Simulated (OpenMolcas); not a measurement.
# C2H4BCl (SMILES C=CBCl): levels of theory compared

Wanted: a comparison of 4 runs (B3LYP/6-31G*, B3LYP/def2-SVPD, M06-L/def2-SVPD, CCSD(T)/def2-SVPD) of C2H4BCl. 

The calculation is run with OpenMolcas 26.06.

### Step 1. The structure to begin with

C2H4BCl has 8 atoms, charge 0, and is taken as a singlet. As SMILES, `C=CBCl`. The shape is that of a PBE0-D4/def2-TZVP optimisation. This is one conformer, not always the lowest.

Bond lengths: C1–C2 1.337 Å, C2–B3 1.531 Å, B3–Cl4 1.750 Å, C1–H5 1.086 Å, C1–H6 1.086 Å, C2–H7 1.088 Å, B3–H8 1.194 Å. Angles: C1–C2–B3 119.9°, C2–B3–Cl4 121.0°, C1–C2–H7 118.9°, B3–C2–H7 121.2°, C2–C1–H5 120.8°, C2–C1–H6 122.7°, C2–B3–H8 121.9°, Cl4–B3–H8 117.1°, H5–C1–H6 116.4°.

### Step 2. Energy and forces at B3LYP/6-31G(d) (Cartesian functions) (run 1)

geom.xyz reads:

```xyz
8

C      0.357400     1.219900    -0.260000
C      0.353800     0.057700     0.401100
B     -0.528600    -1.094400    -0.086400
Cl    -0.555100    -2.627600     0.756600
H     -0.259700     1.360400    -1.142800
H      0.965100     2.067000     0.044900
H      0.984000    -0.048700     1.281300
H     -1.225000    -0.991500    -1.050400
```

run.input reads:

```
&GATEWAY
 BasLib
 $CurrDir
 Coord
 geom.xyz
 Basis
 6-31Gs
 Group
 NoSym

&SEWARD
 GridInput
 Grid=UltraFine
 End of Grid

&SCF
 KSDFT
 B3LYP
 Thresholds
 1e-10 1e-07 1e-07 1e-05
 PrOrbitals
 0

&ALASKA
```

The basis set 6-31G* is read from a file made from the Basis Set Exchange's data (not shown).

Run with:

```
$ export MOLCAS_MEM=1860
$ pymolcas run.input > run.log
```

What it wrote:

```text
--- Start Module: gateway ---
[...]
--- Stop Module: gateway /rc=_RC_ALL_IS_WELL_ ---
[...]
      Basis functions           72
[...]
--- Start Module: scf ---
[...]
       Convergence after  13 Iterations
[...]
::    Total KS-DFT energy                            -563.6854506145
[...]
      Total spin, S                                     0.0000000000
[...]
      Total electronic charge=   38.000000
      Total            charge=   -0.000000
[...]
      Dipole Moment (debye):
      Origin of the operator (angstrom)=   -0.2193   -1.1647    0.3557
                   X=  6.2158E-01               Y=  2.0484E+00               Z= -3.6476E-01           Total=  2.1715E+00
      Quadrupole Moment (debye*angstrom):
[...]
 *              Molecular gradients               *
 **************************************************
  Irreducible representation: a
 ------------------------------------------------------------------------------------------
                              X                       Y                       Z
 ------------------------------------------------------------------------------------------
  C1               -2.67141552586558E-04   -6.64357699811013E-03    3.44675995436994E-03
  C2                1.23132135044557E-04    6.35885937176628E-03   -3.46918946064445E-03
  B3                1.19654020106941E-03   -5.08639714009007E-03    4.46214994021332E-03
  CL4               5.88206445299333E-04    8.35198183472130E-03   -4.01634197394429E-03
  H5                4.59426806301400E-04   -1.16714371606741E-03    1.26535056259591E-03
  H6               -7.50932739652876E-04   -2.00311993432090E-03    1.75947349226435E-04
  H7               -1.15437755739789E-03    3.74318514389516E-05   -1.52709833667908E-03
  H8               -1.94853738136658E-04    1.51964730617793E-04   -3.37578035199737E-04
[...]
```

It took 31 s on 1 thread of Intel Xeon Platinum 8259CL at 2.50GHz (Skylake/Cascade Lake), shared host; peak memory 0.42 GiB.

### Step 3. Energy and forces at B3LYP/def2-SVPD (run 2)

job.input reads:

```
&GATEWAY
BasLib=$CurrDir
Coord
8
angstrom
C        0.357400       1.219900      -0.260000
C        0.353800       0.057700       0.401100
B       -0.528600      -1.094400      -0.086400
Cl      -0.555100      -2.627600       0.756600
H       -0.259700       1.360400      -1.142800
H        0.965100       2.067000       0.044900
H        0.984000      -0.048700       1.281300
H       -1.225000      -0.991500      -1.050400
Basis=def2-SVPD
Group=NoSym
&SEWARD
GridInput
Grid=UltraFine
End of Grid
&SCF
KSDFT=B3LYP
Thresholds=1e-10 1e-07 1e-07 1e-05
PrOrbitals=1 1
&ALASKA
```

The basis set def2-SVPD is read from a file made from the Basis Set Exchange's data (not shown).

Run with:

```
$ export MOLCAS_MEM=1860
$ pymolcas job.input > job.log
```

What it wrote:

```text
--- Start Module: gateway ---
[...]
--- Stop Module: gateway /rc=_RC_ALL_IS_WELL_ ---
[...]
      Basis functions          119
[...]
--- Start Module: scf ---
[...]
       Convergence after  14 Iterations
[...]
::    Total KS-DFT energy                            -563.4949628144
[...]
      Total spin, S                                     0.0000000000
[...]
      Total electronic charge=   38.000000
      Total            charge=   -0.000000
[...]
      Dipole Moment (debye):
      Origin of the operator (angstrom)=   -0.2193   -1.1647    0.3557
                   X=  5.7615E-01               Y=  1.9111E+00               Z= -3.4524E-01           Total=  2.0257E+00
      Quadrupole Moment (debye*angstrom):
[...]
 *              Molecular gradients               *
 **************************************************
  Irreducible representation: a
 ------------------------------------------------------------------------------------------
                              X                       Y                       Z
 ------------------------------------------------------------------------------------------
  C1               -4.45726471389296E-04   -6.81015015438113E-03    3.30927283856397E-03
  C2                1.16590611845879E-03    7.09894427627455E-03   -2.53570840997686E-03
  B3               -1.60952233398071E-04   -4.33596650217005E-03    2.26802420908268E-03
  CL4               5.04313009397572E-04    8.65618122500678E-03   -4.29971340929658E-03
  H5                2.63959283255133E-03   -1.09282490989127E-03    4.05743109842671E-03
  H6               -2.78497962706936E-03   -3.92046578363914E-03   -1.37050139125616E-03
  H7               -2.81671798694560E-03    4.04765724989875E-04   -3.89917696673692E-03
  H8                1.89856435841707E-03   -4.83876136159189E-07    2.47037203124512E-03
[...]
```

Run time: 77 s. Hardware: 1 thread of Intel Xeon Platinum 8259CL at 2.50GHz (Skylake/Cascade Lake), shared host; peak memory 0.75 GiB.

Run 3 isn't shown in full; the table further down has it.

### Step 4. A single-point energy at CCSD(T)/def2-SVPD (Cholesky decomposition) (run 4)

coord.xyz reads:

```xyz
8

C      0.357400     1.219900    -0.260000
C      0.353800     0.057700     0.401100
B     -0.528600    -1.094400    -0.086400
Cl    -0.555100    -2.627600     0.756600
H     -0.259700     1.360400    -1.142800
H      0.965100     2.067000     0.044900
H      0.984000    -0.048700     1.281300
H     -1.225000    -0.991500    -1.050400
```

calc.input reads:

```
* C2H4BCl CCSD(T)
>>> EXPORT MOLCAS_PRINT=2

&gateway
  baslib=$CurrDir
  coord=coord.xyz
  basis=def2-SVPD
  group=NoSym

&seward
  high

&scf
  thresholds=1e-10 1e-07 1e-07 1e-05
  prorbitals=1

&chcc
  frozen=8
  threshold=1e-08
  maxiterations=80

&cht3
  frozen=8
```

The basis set def2-SVPD is read from a file made from the Basis Set Exchange's data (not shown).

Run with:

```
$ export MOLCAS_MEM=1860
$ pymolcas calc.input > calc.log
```

What it wrote:

```text
--- Start Module: gateway ---
[...]
--- Stop Module: gateway /rc=_RC_ALL_IS_WELL_ ---
[...]
      Basis functions          119
[...]
       Convergence after  13 Iterations
[...]
::    Total SCF energy                               -562.0592784551
[...]
      Total spin, S                                     0.0000000000
[...]
      Total electronic charge=   38.000000
      Total            charge=   -0.000000
[...]
      Dipole Moment (debye):
      Origin of the operator (angstrom)=   -0.2193   -1.1647    0.3557
                   X=  5.3660E-01               Y=  2.2000E+00               Z= -5.6201E-01           Total=  2.3332E+00
      Quadrupole Moment (debye*angstrom):
[...]
--- Start Module: chcc ---
[...]
--- Stop Module: chcc /rc=_RC_ALL_IS_WELL_ ---
[...]
--- Start Module: cht3 ---
[...]
--- Stop Module: cht3 /rc=_RC_ALL_IS_WELL_ ---
[...]
```

It took 20 min on 1 thread of Intel Xeon Platinum 8259CL at 2.50GHz (Skylake/Cascade Lake), shared host; peak memory 0.27 GiB.

### Step 5. The series

```csv
run,level,Cartesian functions,integral approximation,energy (Eh),dipole moment (D) of the reference,HOMO energy (eV),LUMO energy (eV),wall time
1,B3LYP/6-31G* (Cartesian functions),yes,none,-563.685451,2.17,-8.02,-1.96,31 s
2,B3LYP/def2-SVPD,no,none,-563.494963,2.03,-8.28,-2.31,77 s
3,M06-L/def2-SVPD,no,none,-563.460220,1.98,-7.36,-2.77,1.7 min
4,CCSD(T)/def2-SVPD (Cholesky decomposition),no,CD high,-562.627454,2.33,-10.88,1.63,20 min
```

### Step 6. Summary of results

```
                                          quantity          value
                               run 4: total energy  -562.62745 Eh
         run 4: dipole moment (mean-field density)         2.33 D
        run 4: HOMO energy (Hartree–Fock orbitals)      -10.88 eV
        run 4: LUMO energy (Hartree–Fock orbitals)        1.63 eV
      run 4: HOMO–LUMO gap (Hartree–Fock orbitals)       12.51 eV
run 4: correlation energy (8 core orbitals frozen)     -568.2 mEh
                             run 4: (T) correction     -20.05 mEh
```

What this shows: Over runs 1, 2, 3 the dipole moment (its size) runs from 1.98 D (M06-L/def2-SVPD) to 2.17 D (B3LYP/6-31G*). The two ends differ in method and basis. Over runs 1, 2, 3 the HOMO–LUMO gap runs from 4.60 eV (M06-L/def2-SVPD) to 6.06 eV (B3LYP/6-31G*). Totals of different functionals can't be ranked against each other. All runs together took 24 min, the longest 20 min.
